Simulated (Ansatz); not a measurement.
LuBe:

```
Lu Be
1.0
     3.32037    0.00000    0.00000
     0.00000    3.32037    0.00000
     0.00000    0.00000    3.32037
Lu Be
1 1
Direct
  0.00000 0.00000 0.00000
  0.50000 0.50000 0.50000
```

The cell was built by a generator and needn't be a form met in nature.

Base run:

```yaml
Program: Ansatz 0.2.0
Functional: PBE
Potentials_or_basis: Ansatz PAW
Cutoff: "420 eV (not typed: the program's choice for these potentials)"
k_mesh: 8 × 8 × 8
Occupations: fermi-dirac, width 0.05 eV
Spin: no spin polarisation
```

Its results: band gap on the k mesh none (metal or under the smearing width); pressure 0.1 GPa.

After a change of settings the same cell gave: band gap on the k mesh none (metal or under the smearing width); pressure -0.4 GPa. Which change was it?
A. functional from PBE to PBEsol
B. functional from PBE to RPBE
C. functional from PBE to r2SCAN; cutoff from 420 eV (not typed: the program's choice for these potentials) to 500 eV (not typed: the program's choice for these potentials)
D. functional from PBE to revPBE

C.

Caveats: spin-orbit coupling is left out, which moves the levels of the heavy elements; the PAW data sets come from PBE, with cores solved anew for the run's functional, which leaves a small shift of forces and pressure (some runs).
